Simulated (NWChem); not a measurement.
# One shape, several levels: GeH3F (fluorogermane)

Aim: a comparison of 5 runs (TPSS/aug-cc-pVDZ, r2SCAN/aug-cc-pVDZ, M06-L/aug-cc-pVDZ, PBE0/aug-cc-pVDZ, revPBE/aug-cc-pVDZ) of GeH3F (fluorogermane). 

The results are computed with NWChem 7.3.0.

### Step 1. Starting point

GeH3F: 5 atoms, total charge 0, spin state singlet. As SMILES, `[F][GeH3]`. Geometry: relaxed at PBE0-D4/def2-TZVP.

Bond lengths: F1–Ge2 1.742 Å, Ge2–H3 1.533 Å, Ge2–H4 1.533 Å, Ge2–H5 1.533 Å. Angles: F1–Ge2–H3 106.2°, F1–Ge2–H4 106.2°, F1–Ge2–H5 106.3°, H3–Ge2–H4 112.5°, H3–Ge2–H5 112.5°, H4–Ge2–H5 112.5°.

### Step 2. Energy and forces at TPSS/aug-cc-pVDZ (run 1)

mymol.nw

```
start mymol
title "FGeH3 TPSS"
memory total 2200 mb

geometry units angstrom noautosym nocenter noautoz
   F     -1.046500     0.474300     1.162200
   Ge     0.068200    -0.041600    -0.072800
   H      1.331000    -0.512000     0.658600
   H     -0.627800    -1.178000    -0.831200
   H      0.325100     1.183600    -0.958100
end

basis spherical bse
   * library aug-cc-pVDZ
end

dft
   xc xtpss03 ctpss03
   grid xfine
   convergence energy 1e-08
   maxiter 100
   mulliken
   print low
end

task dft gradient
```

The run is started by

```
$ nwchem mymol.nw > mymol.out
```

Log:

```text
[...]
 d= 0,ls=0.0,diis     1  -2178.5680641658 -2.31D+03  1.83D-02  5.30D-01     8.0
[...]
 d= 0,ls=0.0,diis     8  -2178.6368991895 -3.98D-10  8.62D-07  6.23D-09    44.1
         Total DFT energy =    -2178.636899189496
      One electron energy =    -3286.765842192915
           Coulomb energy =     1071.985682842710
    Exchange-Corr. energy =      -90.555778952573
 Nuclear repulsion energy =      126.699039113282
[...]
      Total Density - Mulliken Population Analysis
     ---------------------------------------------
    Atom       Charge   Shell Charges
 -----------   ------   -------------------------------------------------------
    1 F    9     9.55   2.01  0.90  1.03  0.11  3.31  2.03  0.15  0.00  0.01
    2 Ge  32    31.69   2.00  2.00  2.03  0.91  0.43  0.01  6.00  6.01  1.42  0.69  0.00  9.90  0.27  0.03
    3 H    1     0.92   0.73  0.18  0.00  0.01  0.00
    4 H    1     0.92   0.73  0.18  0.00  0.01  0.00
    5 H    1     0.92   0.73  0.18  0.00  0.01  0.00
[...]
                         DFT ENERGY GRADIENTS
    atom               coordinates                        gradient
                 x          y          z           x          y          z
   1 F      -1.977598   0.896297   2.196240    0.012609  -0.005844  -0.013965
   2 Ge      0.128879  -0.078613  -0.137572   -0.011320   0.005269   0.012538
   3 H       2.515225  -0.967540   1.244574   -0.001859   0.000688  -0.001018
   4 H      -1.186370  -2.226097  -1.570740    0.000968   0.001640   0.001133
   5 H       0.614350   2.236680  -1.810546   -0.000397  -0.001753   0.001312
 Task  times  cpu:       67.9s     wall:       67.9s
 Total times  cpu:       67.9s     wall:       67.9s
```

Run time: 69 s. Hardware: 1 thread of Intel Xeon 6975P-C (Granite Rapids), shared host; peak memory 0.13 GiB.

### Step 3. Energy and forces at r2SCAN/aug-cc-pVDZ (run 2)

run.nw

```
start run
memory stack 880 mb heap 220 mb global 1100 mb

geometry units angstrom noautosym nocenter noautoz
F     -1.046500     0.474300     1.162200
Ge     0.068200    -0.041600    -0.072800
H      1.331000    -0.512000     0.658600
H     -0.627800    -1.178000    -0.831200
H      0.325100     1.183600    -0.958100
end

basis "ao basis" spherical bse
* library aug-cc-pVDZ
end

dft
xc r2scan
mult 1
grid xfine
convergence energy 1e-08
iterations 100
mulliken
print low
end

task dft gradient
```

The run is started by

```
$ nwchem run.nw > run.out
```

Log:

```text
[...]
 d= 0,ls=0.0,diis     1  -2178.5315306676 -2.31D+03  1.57D-02  5.29D-01     8.1
[...]
 d= 0,ls=0.0,diis     8  -2178.5940048741  2.08D-09  1.20D-06  4.11D-08    43.6
         Total DFT energy =    -2178.594004874084
      One electron energy =    -3287.270420474963
           Coulomb energy =     1072.515628020597
    Exchange-Corr. energy =      -90.538251533000
 Nuclear repulsion energy =      126.699039113282
[...]
      Total Density - Mulliken Population Analysis
     ---------------------------------------------
    Atom       Charge   Shell Charges
 -----------   ------   -------------------------------------------------------
    1 F    9     9.60   2.01  0.89  1.03  0.13  3.31  2.08  0.13  0.00  0.01
    2 Ge  32    31.69   2.00  2.00  2.03  0.90  0.44 -0.01  6.00  6.01  1.42  0.71  0.01  9.91  0.25  0.04
    3 H    1     0.90   0.72  0.17 -0.00  0.01  0.01
    4 H    1     0.90   0.72  0.17 -0.00  0.01  0.01
    5 H    1     0.90   0.72  0.17 -0.00  0.01  0.01
[...]
                         DFT ENERGY GRADIENTS
    atom               coordinates                        gradient
                 x          y          z           x          y          z
   1 F      -1.977598   0.896297   2.196240    0.007664  -0.003556  -0.008486
   2 Ge      0.128879  -0.078613  -0.137572   -0.008074   0.003768   0.008940
   3 H       2.515225  -0.967540   1.244574    0.000147  -0.000074  -0.000136
   4 H      -1.186370  -2.226097  -1.570740    0.000120  -0.000093  -0.000156
   5 H       0.614350   2.236680  -1.810546    0.000143  -0.000045  -0.000162
 Task  times  cpu:       69.1s     wall:       69.1s
 Total times  cpu:       69.2s     wall:       69.2s
```

Run time: 70 s. Hardware: 1 thread of Intel Xeon 6975P-C (Granite Rapids), shared host; peak memory 0.13 GiB.

Runs 3 to 4 aren't shown in full; the table further down has their settings and results.

### Step 4. Energy and gradient at revPBE/aug-cc-pVDZ (run 5)

run.py

```python
from ase import Atoms
from ase.calculators.nwchem import NWChem

system = Atoms(['F', 'Ge', 'H', 'H', 'H'], positions=[
    [-1.046500, 0.474300, 1.162200],
    [0.068200, -0.041600, -0.072800],
    [1.331000, -0.512000, 0.658600],
    [-0.627800, -1.178000, -0.831200],
    [0.325100, 1.183600, -0.958100],
])

calc = NWChem(
    label='a',
    theory='dft',
    memory='2200 mb',
    basis='aug-cc-pVDZ',
    basispar='spherical bse',
    dft={'xc': 'revpbe cpbe96', 'mult': '1', 'grid': 'xfine', 'convergence': 'energy 1e-08', 'iterations': '100', 'mulliken': None},
)
system.calc = calc

forces = system.get_forces()
print("Total energy (eV):", round(system.get_potential_energy(), 6))
print("forces (eV/A):")
for s, f in zip(system.symbols, forces):
    print(f"{s:2s} {f[0]:10.5f} {f[1]:10.5f} {f[2]:10.5f}")
print("dipole (e A):", system.get_dipole_moment().round(4))
```

The run is started by

```
$ export ASE_NWCHEM_COMMAND="nwchem PREFIX.nwi > PREFIX.nwo"
$ python run.py
```

Log:

```text
Total energy (eV): -59278.724061
forces (eV/A):
F    -0.91614    0.42444    1.01471
Ge    0.74027   -0.34412   -0.81998
H     0.25356   -0.09451    0.13910
H    -0.13251   -0.22528   -0.15452
H     0.05482    0.23942   -0.17936
dipole (e A): [ 0.2733 -0.1264 -0.3028]
```

The calculator wrote a.nwi:

```
title "a"

permanent_dir a

scratch_dir a

start a

geometry units angstrom nocenter noautosym noautoz
  F  -1.0465000000000000e+00 4.7430000000000000e-01 1.1621999999999999e+00
  Ge 6.8199999999999997e-02 -4.1599999999999998e-02 -7.2800000000000004e-02
  H  1.3310000000000000e+00 -5.1200000000000001e-01 6.5859999999999996e-01
  H  -6.2780000000000002e-01 -1.1779999999999999e+00 -8.3120000000000005e-01
  H  3.2510000000000000e-01 1.1836000000000000e+00 -9.5809999999999995e-01
end

memory 2200 mb

basis spherical bse noprint
   * library aug-cc-pVDZ
end

dft
  xc revpbe cpbe96
  mult 1
  grid xfine
  convergence energy 1e-08
  iterations 100
  mulliken
end

task dft gradient
```

a.nwo:

```text
Northwest Computational Chemistry Package (NWChem) 7.3.0
             --------------------------------------------------------

           Job information
           ---------------

    nwchem branch   = 7.3.0
    use scalapack   = T
    input           = a.nwi
    prefix          = a.
    data base       = a/a.db
    status          = startup
    nproc           =        1

           Memory information
           ------------------

    heap     =     72089596 doubles =      550.0 Mbytes
    stack    =     72089601 doubles =      550.0 Mbytes
    global   =    144179200 doubles =     1100.0 Mbytes (distinct from heap & stack)
    total    =    288358397 doubles =     2200.0 Mbytes
    verify   = yes
    hardfail = no

[... 100 lines left out ...]
  convergence criterion.
[... 37 lines left out ...]
          Spatial weights used:  Erf1
[... 72 lines left out ...]
         Total DFT energy =    -2178.452946403299
[... 3 lines left out ...]
 Nuclear repulsion energy =      126.699039113282
[... 678 lines left out ...]
          Convergence on gradient requested:  5.00D-04
[... 24 lines left out ...]
          total energy or number of iterations.
[... 28 lines left out ...]
    atom               coordinates                        gradient
                 x          y          z           x          y          z
   1 F      -1.977598   0.896297   2.196240    0.017816  -0.008254  -0.019733
   2 Ge      0.128879  -0.078613  -0.137572   -0.014396   0.006692   0.015946
   3 H       2.515225  -0.967540   1.244574   -0.004931   0.001838  -0.002705
   4 H      -1.186370  -2.226097  -1.570740    0.002577   0.004381   0.003005
   5 H       0.614350   2.236680  -1.810546   -0.001066  -0.004656   0.003488

                 ----------------------------------------
                 |  Time  |  1-e(secs)   |  2-e(secs)   |
                 ----------------------------------------
                 |  CPU   |       0.01   |      19.54   |
                 ----------------------------------------
                 |  WALL  |       0.01   |      19.54   |
                 ----------------------------------------

 Task  times  cpu:       62.6s     wall:       62.6s
 Total times  cpu:       62.6s     wall:       62.6s
```

Wall time 64 s (1 thread of Intel Xeon 6975P-C (Granite Rapids), shared host); peak memory 0.13 GiB.

### Step 5. The series

```csv
run,level,energy (Eh),largest force (eV/Å),wall time
1,TPSS/aug-cc-pVDZ,-2178.636899,1.013,69 s
2,r2SCAN/aug-cc-pVDZ,-2178.594005,0.649,70 s
3,M06-L/aug-cc-pVDZ,-2178.582220,0.805,97 s
4,PBE0/aug-cc-pVDZ,-2178.288784,0.607,62 s
5,revPBE/aug-cc-pVDZ,-2178.452946,1.431,64 s
```

### Step 6. Results

| quantity | value |
| --- | --- |
| run 5: total energy | -2178.45295 Eh |
| run 5: dipole moment | 2.05 D |
| run 5: HOMO energy | -8.15 eV |
| run 5: LUMO energy | -1.27 eV |
| run 5: HOMO–LUMO gap | 6.88 eV |
| run 5: largest force on an atom | 1.431 eV/Å |

What this shows: Over runs 3, 4, 5 the dipole moment (its size) runs from 2.05 D (revPBE/aug-cc-pVDZ) to 2.21 D (PBE0/aug-cc-pVDZ). Over runs 3, 4, 5 the HOMO–LUMO gap runs from 6.88 eV (revPBE/aug-cc-pVDZ) to 9.13 eV (PBE0/aug-cc-pVDZ). Totals of different functionals can't be ranked against each other. All runs together took 6 min, the longest 97 s.
